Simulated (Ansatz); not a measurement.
# Zr2Br3Cl: the cost of one run

Computed with Ansatz 0.2.0 (DFT PBE, scalar-relativistic, plane waves, PAW, unless a step's input says otherwise).

## Step 1: Starting point

Symmetry: P-6m2, No. 187, hexagonal system. The conventional cell has a = 4.450 Å, b = 4.450 Å, c = 10.404 Å, α = 90.00°, β = 90.00°, γ = 120.00°. Zr (site symmetry -6m2) has 3 Cl at 2.57 Å and 6 Br at 3.31 Å as nearest neighbours. Zr (site symmetry -6m2) has 5 Br at 2.57 to 3.12 Å as nearest neighbours. Br (site symmetry 3m) has 4 Zr at 3.12 to 3.31 Å as nearest neighbours. Br (site symmetry -6m2) is surrounded by 3 Zr at 2.57 Å. Cl (site symmetry -6m2) is surrounded by 3 Zr at 2.57 Å.

As a file:

```
CELL_PARAMETERS angstrom
4.45037 0.00000 0.00000
-2.22519 3.85413 0.00000
0.00000 0.00000 10.40367
ATOMIC_POSITIONS crystal
Zr 0.33333 0.66667 0.00000
Zr 0.66667 0.33333 0.50000
Br 0.66667 0.33333 0.79950
Br 0.66667 0.33333 0.20050
Br 0.33333 0.66667 0.50000
Cl 0.00000 0.00000 0.00000
```

A structure generator made this guess: random cell by space group and Wyckoff sites (P-6m2, No. 187). Its size is a rough estimate.

## Step 2: Probe: one point on a coarse mesh

Contents of input.yaml:

```yaml
crystal:
  lattice:
    - [4.45037131, 0.0, 0.0]
    - [-2.22518565, 3.85413461, 0.0]
    - [0.0, 0.0, 10.4036689]
  atoms:
    - { symbol: Zr, position: [0.33333333, 0.66666667, 0.0] }
    - { symbol: Zr, position: [0.66666667, 0.33333333, 0.5] }
    - { symbol: Br, position: [0.66666667, 0.33333333, 0.79950324] }
    - { symbol: Br, position: [0.66666667, 0.33333333, 0.20049676] }
    - { symbol: Br, position: [0.33333333, 0.66666667, 0.5] }
    - { symbol: Cl, position: [0.0, 0.0, 0.0] }
basis:
  ecutwfc: 420
kpoints:
  mp_grid: { grid: [6, 6, 2] }
hamiltonian:
  xc: pbe
scf:
  occupations: { method: gaussian, width: 0.1 }
  lower_state_search: "off"
output:
  forces: true
  stress: true
  eigenvalues: true
```

Started as:

```sh
$ ansatz run input.yaml --threads 1 --pin off --max-ram 2560MiB --backend cpu --events-out ev --progress --plain --runs-dir out
```

**Question.** How long does this run take on 1 thread of Intel Xeon 6975P-C (Granite Rapids), shared host, and how much memory does it need?

About 3.5 s, with a peak of 0.41 GiB.
